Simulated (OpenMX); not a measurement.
## Mn in OpenMX: the effect of Hubbard term

The system is Mn, a sheet with vacuum.

```
CELL_PARAMETERS angstrom
2.61432 0.00000 0.00000
0.00000 2.61432 0.00000
0.00000 0.00000 23.80000
ATOMIC_POSITIONS crystal
Mn 0.00000 0.00000 0.29412
```

The cell was built by a generator and needn't be a form met in nature.

Alike in all runs:

| Property | Result |
| --- | --- |
| Program | OpenMX 3.8.5 |
| Task | density of states |
| Functional | PBE |
| Potentials or basis | OpenMX 2013 PBE set, Mn6.0-s3p2d2, grid cutoff 400 Ry |
| k mesh | 7 × 7 × 1 |
| Occupations | fermi-dirac, width 0.05 eV |
| Spin | collinear spin, ferromagnetic start |
| Starting moments | [4.0] μB |
| Hubbard projector | dual |
| Start of the occupations | no orbital polarisation |
| Hubbard shell | Mn d |
| Mixing scheme | rmm-diis |
| SCF threshold | 1e-07 Ha |
| Solver | band |
| Max SCF cycles | 120 |
| k mesh for the DOS | 9 × 9 × 1 |

```csv
Hubbard term,moment (μB)
Mn U = 0 eV,?
Mn U = 2 eV,4.52
Mn U = 4 eV,4.55
Mn U = 6 eV,5.00
Mn U = 8 eV,5.00
```

Problem. What does the run with Hubbard term Mn U = 0 eV give?

Solution. Moment 4.18 μB.

Worked out: The moment follows no smooth curve through the other rows.

Caveats: no basis functions reach into the vacuum, so the work function isn't listed; the basis of atomic orbitals isn't converged, which shifts pressures, moduli and gaps; the U is typed as a test and isn't derived for this compound; U acts on the first radial function of the shell alone, so its value doesn't carry over to other programs (some runs).
